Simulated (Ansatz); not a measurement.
Turn this script for Ansatz 0.2.0 through its Python package into the input file that the command-line program reads.

Typed at the interpreter:
```pycon
>>> from pathlib import Path
>>> import json
>>> import warnings
>>> import ansatz as az
>>> warnings.simplefilter("ignore", az.DeckWarning)
>>> geometry_ang = [
...     ("C", [-2.1123, 1.132, 0.1919]),
...     ("C", [-1.8057, -0.1682, 0.1628]),
...     ("C", [-0.5586, -0.6685, -0.5039]),
...     ("Ge", [1.0195, -0.1638, 0.5239]),
...     ("P", [2.8847, -0.9788, -0.5122]),
...     ("H", [-1.4558, 1.8708, -0.2578]),
...     ("H", [-3.0292, 1.4632, 0.6684]),
...     ("H", [-2.4919, -0.8847, 0.6045]),
...     ("H", [-0.5942, -1.7761, -0.5671]),
...     ("H", [-0.4813, -0.2582, -1.5331]),
...     ("H", [0.9178, -0.7575, 1.9519]),
...     ("H", [1.112, 1.3809, 0.6085]),
...     ("H", [3.7929, -0.16, 0.2719]),
...     ("H", [2.8022, -0.031, -1.61]),
... ]
>>> mol = az.Crystal.molecule()
>>> for symbol, xyz in geometry_ang:
...     mol = mol.atom(symbol, xyz)
...
>>> base = (
...     mol.calculation()
...     .basis(gaussian="cc-pVDZ")
...     .functional("lc_wpbe")
...     .orbitals()
... )
>>> result = base.run(threads=1, runs_dir="out")

>>> data = result.report
>>> {key: value for key, value in data.items() if isinstance(value, (int, float)) and "ev" in key}
{'free_energy_ev': -69050.94654966591, 'reference_energy_ev': -69050.94654966591}
>>> data["converged"], data["free_energy_ev"]
(True, -69050.94654966591)
>>> print(f"E = {data['free_energy_ev']:.6f} eV = {data['free_energy_ev'] / 27.211386246:.7f} Ha")
E = -69050.946550 eV = -2537.5754813 Ha
>>> print("converged:", data["converged"], " doubts:", data["published_state_doubts"] or "none")
converged: True  doubts: none
>>> lines = Path(data["orbitals_path"]).read_text().splitlines()
>>> field_of = lambda key: [line.split("=")[1].strip() for line in lines if line.startswith(key)]
>>> orbitals = [(27.211386 * float(e), s, float(n)) for e, s, n in zip(field_of("Ene="), field_of("Spin="), field_of("Occup="))]
>>> homo = max(e for e, _, n in orbitals if n > 0.5)
>>> lumo = min(e for e, _, n in orbitals if n < 0.5)
>>> print(f"HOMO {homo:.3f} eV, LUMO {lumo:.3f} eV, gap {lumo - homo:.3f} eV")
HOMO -9.559 eV, LUMO 2.485 eV, gap 12.044 eV
>>> with open("c3h9gep.json", "w") as handle:
...     json.dump({k: data[k] for k in ("free_energy_ev", "reference_energy_ev", "n_occupied", "n_virtual")}, handle, indent=1)
...
```

`input.yaml`:
```yaml
crystal:
  periodic: [false, false, false]
  atoms:
    - { symbol: C, position_ang: [-2.1123, 1.132, 0.1919] }
    - { symbol: C, position_ang: [-1.8057, -0.1682, 0.1628] }
    - { symbol: C, position_ang: [-0.5586, -0.6685, -0.5039] }
    - { symbol: Ge, position_ang: [1.0195, -0.1638, 0.5239] }
    - { symbol: P, position_ang: [2.8847, -0.9788, -0.5122] }
    - { symbol: H, position_ang: [-1.4558, 1.8708, -0.2578] }
    - { symbol: H, position_ang: [-3.0292, 1.4632, 0.6684] }
    - { symbol: H, position_ang: [-2.4919, -0.8847, 0.6045] }
    - { symbol: H, position_ang: [-0.5942, -1.7761, -0.5671] }
    - { symbol: H, position_ang: [-0.4813, -0.2582, -1.5331] }
    - { symbol: H, position_ang: [0.9178, -0.7575, 1.9519] }
    - { symbol: H, position_ang: [1.112, 1.3809, 0.6085] }
    - { symbol: H, position_ang: [3.7929, -0.16, 0.2719] }
    - { symbol: H, position_ang: [2.8022, -0.031, -1.61] }
basis:
  gaussian:
    orbitals: cc-pVDZ
hamiltonian:
  xc: lc_wpbe
output:
  orbitals: {}
```

Caveats:
- Total energies depend on the basis set; only differences at equal settings carry meaning.
- The geometry is a force-field or estimated start, not a minimum of this method, and the basis set is short of its limit.
- Levels such as HOMO and LUMO are orbital energies: with these approximate functionals they aren't the ionisation energy and electron affinity, and their gap isn't the fundamental gap.
- Finished in 8.4 s on 1 thread of Arm Neoverse V1 (shared host), peak memory 0.35 GiB.

(Lines on the test bed's own set-up are left out of the output.)
